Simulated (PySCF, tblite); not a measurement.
# C₆H₈O₃: a rotation path, then NMR shifts on frames

Aim: move C₆H₈O₃ (`CC1=COC=C(CO)O1`) away from its starting geometry and see how NMR shifts follow the geometry.

Computed with tblite 0.8.0 and PySCF 2.14.0, with density-fitted response routines of our own, on a single molecule in the gas phase. Atoms count from 0, in the outputs and in this text.

### 1 The starting structure

17 atoms, charge 0, multiplicity 1; geometry from: GFN2-xTB.

Bonds of the start (Å): C0–C1 1.49, C1–C2 1.32, C2–O3 1.39, O3–C4 1.38, C4–C5 1.32, C5–C6 1.50, C6–O7 1.40, C5–O8 1.39, O8–C1 1.40, C0–H9 1.09, C0–H10 1.08, C0–H11 1.09, C2–H12 1.08, C4–H13 1.08, C6–H14 1.09, C6–H15 1.10, O7–H16 0.96.

### 2 A band between two rotamers with GFN2-xTB

The job: settings as JSON, then the geometry in Å.

```
{"job": {"kind": "neb", "xc": "GFN2-xTB", "basis": "xTB", "atoms": [7, 6, 5, 8], "turn": 120}, "charge": 0, "multiplicity": 1}
C      2.641664     0.134923    -0.764941
C      1.388963    -0.081542     0.012263
C      1.332908    -0.447291     1.283227
O      0.158395    -0.631914     1.999624
C     -0.958558    -0.269249     1.268057
C     -0.930096     0.091232    -0.005368
C     -2.135425     0.482997    -0.814731
O     -3.353909     0.138373    -0.215323
O      0.242884     0.148361    -0.753945
H      2.682346     1.164863    -1.116357
H      3.510221    -0.074270    -0.149546
H      2.646982    -0.514978    -1.638633
H      2.205822    -0.626763     1.884857
H     -1.861758    -0.291080     1.851898
H     -2.156851     1.570836    -0.937168
H     -2.032924     0.035464    -1.815120
H     -3.387661    -0.817933    -0.098702
```

Method: GFN2-xTB climbing-image nudged elastic band, gas phase.

Launch:

```sh
OMP_NUM_THREADS=1 python probes_run.py task.json out
```

One launch serves the whole session: the jobs run in the order shown.

Standard output:

```text
image   E - E0 / eV
  0       0.0000
  1       0.0072
  2       0.0213
  3       0.0387
  4       0.0535
  5       0.0627
  6       0.0669
  7       0.0686
  8       0.0670
```

It took 2.2 s on 1 thread of Arm Neoverse V2, shared host; peak memory 0.19 GiB.

The final band, with the dihedral O7–C6–C5–O8:

```
image  dihedral (°)  energy (eV)  energy (kcal/mol)
    0           166        0.000                0.0
    1           177        0.007                0.2
    2           188        0.021                0.5
    3           199        0.039                0.9
    4           210        0.054                1.2
    5           221        0.063                1.4
    6           232        0.067                1.5
    7           244        0.069                1.6
    8           253        0.067                1.5
```

### 3 NMR shieldings: image 0, PBE0/pcSseg-1

The job: settings as JSON, then the geometry in Å.

```
{"job": {"kind": "nmr", "xc": "PBE0", "basis": "pcSseg-1", "pop": false}, "charge": 0, "multiplicity": 1}
C      2.641700     0.134900    -0.764900
C      1.389000    -0.081500     0.012300
C      1.332900    -0.447300     1.283200
O      0.158400    -0.631900     1.999600
C     -0.958600    -0.269200     1.268100
C     -0.930100     0.091200    -0.005400
C     -2.135400     0.483000    -0.814700
O     -3.353900     0.138400    -0.215300
O      0.242900     0.148400    -0.753900
H      2.682300     1.164900    -1.116400
H      3.510200    -0.074300    -0.149500
H      2.647000    -0.515000    -1.638600
H      2.205800    -0.626800     1.884900
H     -1.861800    -0.291100     1.851900
H     -2.156900     1.570800    -0.937200
H     -2.032900     0.035500    -1.815100
H     -3.387700    -0.817900    -0.098700
```

With the program's defaults for keys left out, this is: GIAO PBE0/pcSseg-1 NMR shielding, non-relativistic, gas phase.

Standard output:

```text
coarse grid: 14736 points
cycle   1  E = -458.2838016231  dE =  1.625e+00  |g| = 8.189e-01  |ddm| = 3.834e+00
cycle   2  E = -458.1763341317  dE =  1.075e-01  |g| = 1.140e+00  |ddm| = 1.602e+00
cycle   3  E = -458.3991541642  dE = -2.228e-01  |g| = 1.320e-01  |ddm| = 1.040e+00
cycle   4  E = -458.4016221035  dE = -2.468e-03  |g| = 7.554e-02  |ddm| = 1.554e-01
cycle   5  E = -458.4028295357  dE = -1.207e-03  |g| = 2.228e-02  |ddm| = 8.186e-02
cycle   6  E = -458.4029347753  dE = -1.052e-04  |g| = 6.689e-03  |ddm| = 2.349e-02
cycle   7  E = -458.4029429747  dE = -8.199e-06  |g| = 1.905e-03  |ddm| = 6.192e-03
final grid: 143848 points
cycle   8  E = -458.4888156180  dE = -2.478e-05  |g| = 1.627e-02  |ddm| = 3.244e-02
cycle   9  E = -458.4887484659  dE =  6.715e-05  |g| = 2.556e-02  |ddm| = 2.641e-02
cycle  10  E = -458.4888615353  dE = -1.131e-04  |g| = 1.155e-03  |ddm| = 1.680e-02
cycle  11  E = -458.4888618146  dE = -2.793e-07  |g| = 2.376e-04  |ddm| = 9.894e-04
cycle  12  E = -458.4888618221  dE = -7.493e-09  |g| = 1.438e-04  |ddm| = 2.861e-04
cycle  13  E = -458.4888618262  dE = -4.083e-09  |g| = 4.761e-05  |ddm| = 1.608e-04
cycle  14  E = -458.4888618267  dE = -4.683e-10  |g| = 1.486e-05  |ddm| = 5.006e-05
converged SCF energy = -458.4888618267

GIAO shielding tensors (ppm)
atom      isotropic    diamagn.    paramagn.     s11        s22        s33       span
  0 C      168.906     245.680     -76.775    156.919    161.007    188.790     31.871
  1 C       45.396     257.981    -212.585    -36.480     72.541    100.128    136.608
  2 C       58.334     251.191    -192.857    -17.912     90.713    102.202    120.114
  3 O      230.094     395.822    -165.728    164.249    175.748    350.285    186.036
  4 C       58.622     251.950    -193.328    -19.404     82.973    112.297    131.701
  5 C       41.001     259.987    -218.985    -38.490     59.476    102.018    140.508
  6 C      122.562     241.779    -119.217     97.189    111.515    158.983     61.794
  7 O      313.087     385.669     -72.582    269.777    297.745    371.740    101.963
  8 O      211.662     403.199    -191.537    137.745    177.100    320.141    182.396
  9 H       30.015      28.495       1.520     25.836     28.159     36.050     10.214
 10 H       30.441      27.937       2.503     26.762     28.737     35.823      9.060
 11 H       30.020      28.419       1.601     25.876     28.181     36.003     10.127
 12 H       26.237      31.541      -5.304     23.772     26.577     28.362      4.590
 13 H       25.937      32.150      -6.213     23.325     25.202     29.284      5.959
 14 H       27.370      27.934      -0.564     23.461     27.190     31.457      7.996
 15 H       27.633      29.357      -1.723     23.307     28.192     31.401      8.093
 16 H       31.703      31.677       0.027     23.143     29.058     42.909     19.766
```

Wall time 32 s (1 thread of Arm Neoverse V2, shared host); peak memory 0.86 GiB.

The references, computed at this level on geometries of the same kind, shield at (ppm): 1H TMS 31.72, 13C TMS 186.9, 17O H2O 336.1. Their shielding less the atom's gives the shift. The references are single molecules in the gas phase, so shifts against H2O, NH3, PH3, H3PO4 or CFCl3 are not on the usual liquid scales and can be off by tens of ppm. Each atom is listed at this fixed geometry, with no averaging over motion; a spectrum would average atoms that exchange fast.

```
atoms                                  environment  σ (ppm)  δ (ppm)
   C5                 alkene carbon bearing oxygen     41.0    145.9
   C1                 alkene carbon bearing oxygen     45.4    141.5
   C2                 alkene carbon bearing oxygen     58.3    128.6
   C4                 alkene carbon bearing oxygen     58.6    128.3
   C6                  allylic sp3 CH2 bonded to O    122.6     64.4
   C0                        allylic methyl carbon    168.9     18.0
  H13  hydrogen on an alkene carbon bearing oxygen    25.94     5.78
  H12  hydrogen on an alkene carbon bearing oxygen    26.24     5.48
  H14   hydrogen on an allylic sp3 CH2 bonded to O    27.37     4.35
  H15   hydrogen on an allylic sp3 CH2 bonded to O    27.63     4.08
   H9         hydrogen on an allylic methyl carbon    30.01     1.70
  H11         hydrogen on an allylic methyl carbon    30.02     1.70
  H10         hydrogen on an allylic methyl carbon    30.44     1.28
  H16                hydrogen on an alcohol oxygen    31.70     0.01
   O8                                 ether oxygen    211.7    124.4
   O3                                 ether oxygen    230.1    106.0
   O7                               alcohol oxygen    313.1     23.0
```

Ring of atoms C1, C2, O3, C4, C5, O8: NICS(0) 7.1, NICS(1) 4.1, NICS(1)zz 18.1 ppm (means of both faces).

Orbitals, density, ELF and potential are computed afterwards from the orbital file.

Frontier orbitals at PBE0/pcSseg-1, with the share of their density that lies nearest to each atom:

```
orbital  energy (eV)                                            lies on
   HOMO        -5.47  O3, O8 about 21 % each; 4 C atoms about 13 % each
   LUMO         0.06                          4 C atoms about 18 % each
```

ELF in a plane through or near 12 of the atoms.

Values, 10 rows by 14 columns:
```
0.00 0.00 0.00 0.00 0.00 0.00 0.00 0.00 0.00 0.00 0.00 0.00 0.00 0.00
0.00 0.00 0.00 0.00 0.01 0.00 0.13 0.17 0.00 0.00 0.00 0.00 0.00 0.00
0.00 0.00 0.00 0.24 0.97 0.11 0.67 0.77 0.03 0.86 0.09 0.00 0.00 0.00
0.00 0.00 0.00 0.33 1.00 0.65 0.85 0.83 0.64 0.99 0.12 0.00 0.00 0.00
0.00 0.00 0.60 0.53 0.05 0.83 0.51 0.48 0.82 0.06 0.47 0.45 0.03 0.00
0.00 0.01 0.97 0.99 0.56 0.33 0.85 0.84 0.34 0.62 0.71 0.83 0.31 0.00
0.00 0.00 0.13 0.46 0.35 0.18 0.77 0.72 0.23 0.38 0.40 0.76 0.22 0.00
0.00 0.00 0.00 0.09 0.19 0.02 0.19 0.15 0.18 0.87 0.25 0.00 0.00 0.00
0.00 0.00 0.00 0.00 0.00 0.00 0.00 0.00 0.00 0.03 0.01 0.00 0.00 0.00
0.00 0.00 0.00 0.00 0.00 0.00 0.00 0.00 0.00 0.00 0.00 0.00 0.00 0.00
```
The map spans 12.2 Å across and 9.4 Å up, centred on the molecule. Atoms in the plane (x, y in Å): C0 (-2.6, -0.8), C1 (-1.4, 0.0), C2 (-1.3, 1.3), O3 (-0.2, 2.1), C4 (0.9, 1.3), C5 (0.9, 0.0), C6 (2.1, -0.9), O7 (3.4, -0.2), O8 (-0.2, -0.8), H10 (-3.5, -0.2), H12 (-2.2, 2.0), H13 (1.8, 1.9).

log10 of the density (e/Å³) in the same plane.

Ten even steps from ' ' (-4.0) to '@' (2.1):
```
                                                        
                        ......                          
              ......::::------::::......                
            ..::--------==++====--::::::..              
          ..::--========++****++======--::..            
          ::--==********##@@##**++**++==--::..          
        ..::--++********######********++--::::..        
      ..::----==++**##%%******####**++========--..      
    ..::--======++****##**++********++==++++++==--..    
    ..::==++**++++**####**++**####**++++**##**++--::    
    ..--==**##******##############******##@@##++==::    
    ..::==++**##%%******##@@##******##****##**++--::    
    ..::--++****##**++++**##**++++**##****++++==--..    
      ..::==++++++++====++++++====++****++==----..      
      ..::--========------==----==++++++==--::..        
        ..::::----::::....::::::::--------::..          
          ............        ....::::::....            
                                  ......                
                                                        
                                                        
```
The map spans 12.2 Å across and 9.4 Å up, centred on the molecule. Atoms in the plane (x, y in Å): C0 (-2.6, -0.8), C1 (-1.4, 0.0), C2 (-1.3, 1.3), O3 (-0.2, 2.1), C4 (0.9, 1.3), C5 (0.9, 0.0), C6 (2.1, -0.9), O7 (3.4, -0.2), O8 (-0.2, -0.8), H10 (-3.5, -0.2), H12 (-2.2, 2.0), H13 (1.8, 1.9).

On the surface of density 0.002 e/bohr³ the electrostatic potential runs, from the 1st to the 99th percentile, from -1.38 V near O7 to 1.96 V near H16.

(Part 1 of 2 ends here.)
